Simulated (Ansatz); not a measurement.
# FH3HfS3: a ladder of functionals and wavefunction methods

An exercise on one series of results from a longer session: the logs are not shown, and one member is left open.

The runs use Ansatz 0.2.0, Gaussian basis; functionals in def2-TZVPP, the program's frozen cores in correlated methods.

Plan: PBE-D4, r2SCAN-D4, PBE0-D4, B3LYP-D4, ωB97X-V, ωB97M-V, B2PLYP; CCSD(T)/def2-TZVPP; MP2/def2-QZVPP; extrapolation to the limit.

### The geometry

An earlier PBE0-D4 in a triple-zeta def2 set relaxation fixed the geometry. Hf takes the def2 core potential; no spin-orbit term is included.

SMILES `[F][Hf]([SH])([SH])[SH]`, 8 atoms, charge 0, spin multiplicity 1.

Atoms are counted from 1 here; the program's logs count them from 0.

Bond lengths: F1–Hf2 1.894 Å, Hf2–S3 2.427 Å, Hf2–S4 2.427 Å, Hf2–S5 2.427 Å, S3–H6 1.349 Å, S4–H7 1.349 Å, S5–H8 1.349 Å. Angles: F1–Hf2–S3 111.2°, F1–Hf2–S4 111.2°, F1–Hf2–S5 111.2°, S3–Hf2–S4 107.7°, S3–Hf2–S5 107.7°, S4–Hf2–S5 107.7°, Hf2–S3–H6 91.0°, Hf2–S4–H7 91.0°, Hf2–S5–H8 91.0°.

The first run:

in.yaml reads:

```yaml
crystal:
  periodic: [false, false, false]
  atoms:
    - {symbol: F, position_ang: [-1.917233, 0.331052, -0.230602]}
    - {symbol: Hf, position_ang: [-0.064138, 0.011204, -0.007378]}
    - {symbol: S, position_ang: [1.082173, 2.003035, 0.771529]}
    - {symbol: S, position_ang: [0.332130, -1.750208, 1.613873]}
    - {symbol: S, position_ang: [0.966977, -0.663522, -2.097734]}
    - {symbol: H, position_ang: [0.348359, 2.776121, -0.055601]}
    - {symbol: H, position_ang: [-0.650198, -1.273188, 2.406177]}
    - {symbol: H, position_ang: [-0.098091, -1.434494, -2.400264]}
basis:
  gaussian: {orbitals: def2-TZVPP}
hamiltonian: {xc: pbe, dispersion: d4}
output: {forces: true, orbitals: {seedname: orbitals}}
```

Command:

```
ansatz run in.yaml --threads 4 --pin off --events-out ev --progress --plain --max-ram 10444MiB
```

Steps of the session up to this table: PBE-D4 (GGA); r2SCAN-D4 (meta-GGA); PBE0-D4 (hybrid); B3LYP-D4 (hybrid); ωB97X-V (range-separated); ωB97M-V (range-separated); B2PLYP (double hybrid).

One table of the session follows, with a row left open; its other results are not shown here.

It belongs to the step «Frontier levels by functional». 

| functional | HOMO (eV) | LUMO (eV) | gap (eV) |
| --- | --- | --- | --- |
| PBE-D4 | -6.67 | -2.57 | 4.10 |
| r2SCAN-D4 | -6.97 | -2.40 | 4.57 |
| PBE0-D4 | ? | ? | ? |
| B3LYP-D4 | -7.60 | -1.95 | 5.65 |
| ωB97X-V | -10.17 | 0.35 | 10.52 |
| ωB97M-V | -9.99 | 0.27 | 10.26 |

Estimate the missing values for PBE0-D4.

As computed: HOMO (eV): -7.86; LUMO (eV): -1.77; gap (eV): 6.09. In the column «HOMO (eV)» it lies between ωB97M-V (-9.99) and B3LYP-D4 (-7.60).
